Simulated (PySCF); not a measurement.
**A gas-phase reaction: H3InO2S → H2InO2 + HS**

Aim: the reaction energy of `[OH][In]([OH])[SH]` → `[OH][In][OH]` + `[SH]`.

Computed with PySCF 2.14.0; each step states its level. No surroundings beyond the atoms listed, unless a continuum is named. Atoms count from 0, parts from 1.

## 1. Starting point

Each species was relaxed by itself at PBE0-D3(BJ)/def2-SVPD.

## 2. Reaction energy: wB97M-D3(BJ)/def2-TZVPD

What the job is given:

```
{"job": {"kind": "react", "xc": "wB97M-D3(BJ)", "basis": "def2-TZVPD"}, "charge": 0, "multiplicity": 1}
-1 H3InO2S charge 0 multiplicity 1
O     -0.975110     0.390370     1.864270
In    -0.081430    -0.025860     0.123540
O      0.742910     1.528610    -0.821220
S      0.071720    -2.183080    -0.891730
H     -1.383390    -0.363610     2.300380
H      0.642810     2.359150    -0.344470
H      0.738260    -1.680910    -1.957580

+1 H2InO2 charge 0 multiplicity 2
O      0.206750    -1.705450     0.307720
In    -0.299830     0.025170    -0.631470
O      0.162120     1.674340     0.463630
H     -0.008350    -2.505530    -0.182930
H     -0.060630     2.511500     0.043120

+1 HS charge 0 multiplicity 2
S      0.675100    -0.006760    -0.003580
H     -0.679560     0.006090     0.003600
```

Level: wB97M-D3(BJ)/def2-TZVPD reaction energy of separated species, gas phase.

Launch:

```
OMP_NUM_THREADS=1 python cluster_run.py task.json out
```

The driver reads the jobs from task.json and runs them one after another.

Standard output:

```text
species 1 (H3InO2S)
coarse grid: 32184 points
cycle   1  E = -740.0084003113  dE = -3.222e+01  |g| = 2.025e+00  |ddm| = 4.691e+01
cycle   2  E = -740.0497629229  dE = -4.136e-02  |g| = 2.176e+00  |ddm| = 6.268e+00
cycle   3  E = -740.8230911729  dE = -7.733e-01  |g| = 2.469e-01  |ddm| = 1.916e+00
cycle   4  E = -740.8290958134  dE = -6.005e-03  |g| = 1.945e-01  |ddm| = 3.147e-01
cycle   5  E = -740.8357150635  dE = -6.619e-03  |g| = 1.534e-02  |ddm| = 2.034e-01
cycle   6  E = -740.8358458065  dE = -1.307e-04  |g| = 6.983e-03  |ddm| = 3.960e-02
cycle   7  E = -740.8358681565  dE = -2.235e-05  |g| = 3.180e-03  |ddm| = 2.006e-02
cycle   8  E = -740.8358706557  dE = -2.499e-06  |g| = 1.185e-03  |ddm| = 4.117e-03
final grid: 64328 points
cycle   9  E = -740.8358568140  dE = -2.645e-07  |g| = 1.443e-03  |ddm| = 3.178e-03
cycle  10  E = -740.8358565792  dE =  2.348e-07  |g| = 1.952e-03  |ddm| = 2.080e-03
cycle  11  E = -740.8358572111  dE = -6.319e-07  |g| = 9.219e-05  |ddm| = 1.019e-03
cycle  12  E = -740.8358572180  dE = -6.877e-09  |g| = 5.223e-05  |ddm| = 2.129e-04
cycle  13  E = -740.8358572203  dE = -2.348e-09  |g| = 1.600e-05  |ddm| = 2.132e-04
cycle  14  E = -740.8358572204  dE = -7.310e-11  |g| = 6.250e-06  |ddm| = 2.326e-05
converged SCF energy = -740.8358572204

species 2 (H2InO2)
coarse grid: 23392 points
cycle   1  E = -341.3353477456  dE = -3.246e+01  |g| = 1.271e+00  |ddm| = 3.244e+01
cycle   2  E = -341.5207532556  dE = -1.854e-01  |g| = 1.185e+00  |ddm| = 4.297e+00
cycle   3  E = -341.9133753262  dE = -3.926e-01  |g| = 1.541e-01  |ddm| = 1.221e+00
cycle   4  E = -341.9195860039  dE = -6.211e-03  |g| = 1.013e-01  |ddm| = 1.904e-01
cycle   5  E = -341.9238028644  dE = -4.217e-03  |g| = 1.306e-02  |ddm| = 1.356e-01
cycle   6  E = -341.9243010836  dE = -4.982e-04  |g| = 7.208e-03  |ddm| = 6.331e-02
cycle   7  E = -341.9244936625  dE = -1.926e-04  |g| = 3.093e-03  |ddm| = 5.058e-02
cycle   8  E = -341.9245243197  dE = -3.066e-05  |g| = 1.078e-03  |ddm| = 1.836e-02
cycle   9  E = -341.9245274347  dE = -3.115e-06  |g| = 3.040e-04  |ddm| = 5.432e-03
final grid: 47208 points
cycle  10  E = -341.9246061605  dE = -2.452e-07  |g| = 2.406e-04  |ddm| = 1.256e-03
cycle  11  E = -341.9246061958  dE = -3.531e-08  |g| = 2.524e-04  |ddm| = 3.743e-04
cycle  12  E = -341.9246062230  dE = -2.724e-08  |g| = 8.014e-05  |ddm| = 2.046e-04
cycle  13  E = -341.9246062376  dE = -1.452e-08  |g| = 2.863e-05  |ddm| = 2.862e-04
cycle  14  E = -341.9246062392  dE = -1.615e-09  |g| = 1.289e-05  |ddm| = 1.144e-04
cycle  15  E = -341.9246062394  dE = -2.530e-10  |g| = 8.025e-06  |ddm| = 4.277e-05
converged SCF energy = -341.9246062394

species 3 (HS)
coarse grid: 8792 points
cycle   1  E = -398.7900320925  dE = -1.827e-01  |g| = 1.101e-01  |ddm| = 6.686e-01
cycle   2  E = -398.7978394320  dE = -7.807e-03  |g| = 4.533e-02  |ddm| = 1.088e-01
cycle   3  E = -398.7989989771  dE = -1.160e-03  |g| = 8.709e-03  |ddm| = 3.586e-02
cycle   4  E = -398.7990658999  dE = -6.692e-05  |g| = 2.926e-03  |ddm| = 1.029e-02
cycle   5  E = -398.7990733950  dE = -7.495e-06  |g| = 7.603e-04  |ddm| = 3.579e-03
final grid: 17120 points
cycle   6  E = -398.7990833269  dE = -6.091e-07  |g| = 3.347e-04  |ddm| = 9.662e-04
cycle   7  E = -398.7990834387  dE = -1.119e-07  |g| = 1.558e-04  |ddm| = 4.370e-04
cycle   8  E = -398.7990834602  dE = -2.151e-08  |g| = 6.864e-05  |ddm| = 1.754e-04
cycle   9  E = -398.7990834689  dE = -8.673e-09  |g| = 1.055e-05  |ddm| = 1.536e-04
cycle  10  E = -398.7990834692  dE = -2.983e-10  |g| = 2.033e-06  |ddm| = 2.991e-05
converged SCF energy = -398.7990834692

Reaction energy = 71.439 kcal/mol
```

It took 54 s on 1 thread of Arm Neoverse N1, shared host; peak memory 0.76 GiB.

Species by species (with the dispersion term, which the log's SCF energies lack):

| ν | species | energy (Eh) | HOMO (eV) |
| --- | --- | --- | --- |
| -1 | [OH][In]([OH])[SH] | -740.84077 | -10.16 |
| +1 | [OH][In][OH] | -341.92725 | -8.71 |
| +1 | [SH] | -398.79967 | -9.80 |

## 3. Reaction energy: PBE0-D3(BJ)/def2-TZVPD

Same as in step 2 but for these lines:

```diff
@@ -1,2 +1,2 @@
-{"job": {"kind": "react", "xc": "wB97M-D3(BJ)", "basis": "def2-TZVPD"}, "charge": 0, "multiplicity": 1}
+{"job": {"kind": "react", "xc": "PBE0", "basis": "def2-TZVPD", "disp": "d3bj"}, "charge": 0, "multiplicity": 1}
 -1 H3InO2S charge 0 multiplicity 1
```

Level: PBE0-D3(BJ)/def2-TZVPD reaction energy of separated species, gas phase.

Standard output:

```text
species 1 (H3InO2S)
coarse grid: 32184 points
cycle   1  E = -739.2332984027  dE = -3.163e+01  |g| = 2.361e+00  |ddm| = 4.680e+01
cycle   2  E = -730.0850108203  dE =  9.148e+00  |g| = 6.087e+00  |ddm| = 1.044e+01
cycle   3  E = -740.2689503121  dE = -1.018e+01  |g| = 8.166e-01  |ddm| = 7.394e+00
cycle   4  E = -740.2890388708  dE = -2.009e-02  |g| = 8.607e-01  |ddm| = 1.461e+00
cycle   5  E = -740.4258633234  dE = -1.368e-01  |g| = 1.339e-01  |ddm| = 8.479e-01
cycle   6  E = -740.4308891647  dE = -5.026e-03  |g| = 6.378e-02  |ddm| = 1.975e-01
cycle   7  E = -740.4314660611  dE = -5.769e-04  |g| = 3.185e-02  |ddm| = 6.341e-02
cycle   8  E = -740.4316352826  dE = -1.692e-04  |g| = 1.108e-02  |ddm| = 2.831e-02
cycle   9  E = -740.4316594309  dE = -2.415e-05  |g| = 1.601e-03  |ddm| = 9.892e-03
cycle  10  E = -740.4316600024  dE = -5.715e-07  |g| = 4.921e-04  |ddm| = 2.092e-03
final grid: 64328 points
cycle  11  E = -740.4316254585  dE = -1.151e-07  |g| = 6.071e-04  |ddm| = 1.943e-03
cycle  12  E = -740.4316254045  dE =  5.405e-08  |g| = 8.063e-04  |ddm| = 1.243e-03
cycle  13  E = -740.4316255449  dE = -1.405e-07  |g| = 1.325e-04  |ddm| = 7.717e-04
cycle  14  E = -740.4316255485  dE = -3.543e-09  |g| = 1.723e-05  |ddm| = 1.137e-04
cycle  15  E = -740.4316255485  dE = -5.423e-11  |g| = 6.403e-06  |ddm| = 2.468e-05
converged SCF energy = -740.4316255485

species 2 (H2InO2)
coarse grid: 23392 points
cycle   1  E = -340.9771115119  dE = -3.211e+01  |g| = 1.402e+00  |ddm| = 3.244e+01
cycle   2  E = -340.5979376412  dE =  3.792e-01  |g| = 1.903e+00  |ddm| = 5.467e+00
cycle   3  E = -341.6787549211  dE = -1.081e+00  |g| = 2.663e-01  |ddm| = 1.913e+00
cycle   4  E = -341.6906730291  dE = -1.192e-02  |g| = 2.097e-01  |ddm| = 4.397e-01
cycle   5  E = -341.7072103862  dE = -1.654e-02  |g| = 1.382e-02  |ddm| = 2.260e-01
cycle   6  E = -341.7073111241  dE = -1.007e-04  |g| = 3.667e-03  |ddm| = 1.932e-02
cycle   7  E = -341.7073334948  dE = -2.237e-05  |g| = 1.843e-03  |ddm| = 1.657e-02
cycle   8  E = -341.7073377958  dE = -4.301e-06  |g| = 6.478e-04  |ddm| = 6.570e-03
final grid: 47208 points
cycle   9  E = -341.7073773441  dE = -1.374e-07  |g| = 1.025e-03  |ddm| = 1.578e-03
cycle  10  E = -341.7073758323  dE =  1.512e-06  |g| = 2.281e-03  |ddm| = 2.361e-03
cycle  11  E = -341.7073778145  dE = -1.982e-06  |g| = 1.146e-04  |ddm| = 1.480e-03
cycle  12  E = -341.7073778258  dE = -1.127e-08  |g| = 9.657e-05  |ddm| = 2.269e-04
cycle  13  E = -341.7073778330  dE = -7.196e-09  |g| = 6.645e-05  |ddm| = 2.757e-04
cycle  14  E = -341.7073778354  dE = -2.448e-09  |g| = 7.518e-06  |ddm| = 9.656e-05
cycle  15  E = -341.7073778354  dE = -2.666e-11  |g| = 1.769e-06  |ddm| = 1.744e-05
converged SCF energy = -341.7073778354

species 3 (HS)
coarse grid: 2248 points
cycle   1  E = -398.6058192536  dE = -1.047e-01  |g| = 9.331e-02  |ddm| = 6.806e-01
cycle   2  E = -398.6101595560  dE = -4.340e-03  |g| = 4.773e-02  |ddm| = 1.163e-01
cycle   3  E = -398.6116174183  dE = -1.458e-03  |g| = 2.090e-02  |ddm| = 5.999e-02
cycle   4  E = -398.6118707636  dE = -2.533e-04  |g| = 2.797e-03  |ddm| = 1.772e-02
cycle   5  E = -398.6118769455  dE = -6.182e-06  |g| = 4.068e-04  |ddm| = 3.357e-03
final grid: 17120 points
cycle   6  E = -398.6133033571  dE = -6.662e-06  |g| = 2.951e-03  |ddm| = 1.139e-02
cycle   7  E = -398.6133042582  dE = -9.011e-07  |g| = 2.114e-03  |ddm| = 4.128e-03
cycle   8  E = -398.6133058650  dE = -1.607e-06  |g| = 1.622e-04  |ddm| = 2.008e-03
cycle   9  E = -398.6133058836  dE = -1.863e-08  |g| = 4.240e-05  |ddm| = 1.616e-04
cycle  10  E = -398.6133058853  dE = -1.666e-09  |g| = 1.047e-05  |ddm| = 5.829e-05
cycle  11  E = -398.6133058854  dE = -1.027e-10  |g| = 1.934e-06  |ddm| = 1.595e-05
converged SCF energy = -398.6133058854

Reaction energy = 70.792 kcal/mol
```

Run time: 29 s. Hardware: 1 thread of Arm Neoverse N1, shared host; peak memory 0.66 GiB.

Reaction energy at this level: 70.79 kcal/mol.

## 4. Side by side

Energies in kcal/mol, with wall time:

| run | reaction | time |
| --- | --- | --- |
| wB97M-D3(BJ)/def2-TZVPD | 71.44 | 54 s |
| PBE0-D3(BJ)/def2-TZVPD | 70.79 | 29 s |

## 5. What came out

| quantity | value |
| --- | --- |
| reaction energy (wB97M-D3(BJ)/def2-TZVPD) | 71.44 kcal/mol |
| ΔH, ΔG at 298 K (xTB thermal terms) | +69.5, +59.1 kcal/mol |
| range of the reaction energy over the runs of this table | 70.79 to 71.44 kcal/mol |

In words: The reaction is endothermic by 69.5 kcal/mol in the gas phase; dispersion gives +1.05, and xTB itself gave 57.60 for the electronic energy (xTB energies and thermal terms come from the earlier relaxation of each species, not shown). No barrier was sought. xTB and this level differ widely in the electronic energy, so what comes from xTB (the thermal terms above all) is less safe here. The reaction energy runs from 70.79 (PBE0-D3(BJ)/def2-TZVPD) to 71.44 kcal/mol (wB97M-D3(BJ)/def2-TZVPD).
